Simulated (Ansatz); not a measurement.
I need a single point in a Gaussian basis of CH7BO2Si, SMILES BC(O)(O)[SiH3]. Use Ansatz 0.2.0 through its Python package. Use: B3LYP, 6-31G* basis, multiplicity 1.

```tsv
atom	x (Å)	y (Å)	z (Å)
B	-1.2819	0.8485	-0.1460
C	-0.2018	-0.1149	0.3420
O	-0.7797	-1.3987	0.4439
O	0.3966	0.3317	1.5714
Si	1.1817	-0.1252	-0.9476
H	-1.6250	1.8511	0.4910
H	-1.8679	0.6951	-1.1729
H	-0.0165	-1.9601	0.8694
H	-0.3673	0.1718	2.3089
H	1.7369	1.2386	-1.0408
H	0.6411	-0.5637	-2.2068
H	2.2608	-1.0295	-0.4784
```

`energy_ch7bo2si.py`
```python
"""Electronic structure of the CH7BO2Si molecule."""

import logging
import sys

import ansatz as az
from ase import Atoms

logging.basicConfig(stream=sys.stdout, format="%(levelname)s:%(name)s:%(message)s")
logger = logging.getLogger("calc")
logger.setLevel(logging.INFO)

atoms = Atoms(["B", "C", "O", "O", "Si", "H", "H", "H", "H", "H", "H", "H"], positions=[
    [-1.2819, 0.8485, -0.146],
    [-0.2018, -0.1149, 0.342],
    [-0.7797, -1.3987, 0.4439],
    [0.3966, 0.3317, 1.5714],
    [1.1817, -0.1252, -0.9476],
    [-1.625, 1.8511, 0.491],
    [-1.8679, 0.6951, -1.1729],
    [-0.0165, -1.9601, 0.8694],
    [-0.3673, 0.1718, 2.3089],
    [1.7369, 1.2386, -1.0408],
    [0.6411, -0.5637, -2.2068],
    [2.2608, -1.0295, -0.4784],
])
mol = az.Crystal.molecule_from_ase(atoms)

setup = mol.calculation().basis(gaussian="6-31G*").functional("b3lyp")
print(setup.to_yaml())
done = setup.run(threads=1, backend="cpu")
rep = done.report

logger.info("reference energy %16.6f eV" % rep["reference_energy_ev"])
logger.info("total energy     %16.6f eV" % rep["free_energy_ev"])
print("occupied orbitals outside the frozen core (up, down):", rep["n_occupied"], " frozen:", rep["n_frozen"], " virtual:", rep["n_virtual"])

state = rep["mean_field"]["state"]
logger.info(f"mean field: {state['energy']['hartree']:.7f} Ha, <S^2> = {abs(state['spin_squared']):.4f}, stability: {state.get('stability', {}).get('kind')}")
```

```console
$ python energy_ch7bo2si.py
crystal:
  periodic: [false, false, false]
  atoms:
    - { symbol: B, position_ang: [-1.2819, 0.8485, -0.146] }
    - { symbol: C, position_ang: [-0.2018, -0.1149, 0.342] }
    - { symbol: O, position_ang: [-0.7797, -1.3987, 0.4439] }
    - { symbol: O, position_ang: [0.3966, 0.3317, 1.5714] }
    - { symbol: Si, position_ang: [1.1817, -0.1252, -0.9476] }
    - { symbol: H, position_ang: [-1.625, 1.8511, 0.491] }
    - { symbol: H, position_ang: [-1.8679, 0.6951, -1.1729] }
    - { symbol: H, position_ang: [-0.0165, -1.9601, 0.8694] }
    - { symbol: H, position_ang: [-0.3673, 0.1718, 2.3089] }
    - { symbol: H, position_ang: [1.7369, 1.2386, -1.0408] }
    - { symbol: H, position_ang: [0.6411, -0.5637, -2.2068] }
    - { symbol: H, position_ang: [2.2608, -1.0295, -0.4784] }
basis:
  gaussian:
    orbitals: "6-31G*"
hamiltonian:
  xc: b3lyp

INFO:calc:reference energy    -13797.010043 eV
INFO:calc:total energy        -13797.010043 eV
occupied orbitals outside the frozen core (up, down): [24, 24]  frozen: 0  virtual: [69, 69]
INFO:calc:mean field: -507.0307671 Ha, <S^2> = 0.0000, stability: minimum
```

Reading the output:
- Total energies depend on the basis set; only differences at equal settings carry meaning.
- The geometry is a force-field or estimated start, not a minimum of this method, and the basis set is short of its limit.
- b3lyp holds the VWN-RPA fit, as in Gaussian; the form of ORCA and Turbomole is b3lyp5.
- Wall time of the script: 4.7 s on 1 thread of Arm Neoverse V1, on a shared host, peak memory 0.25 GiB.
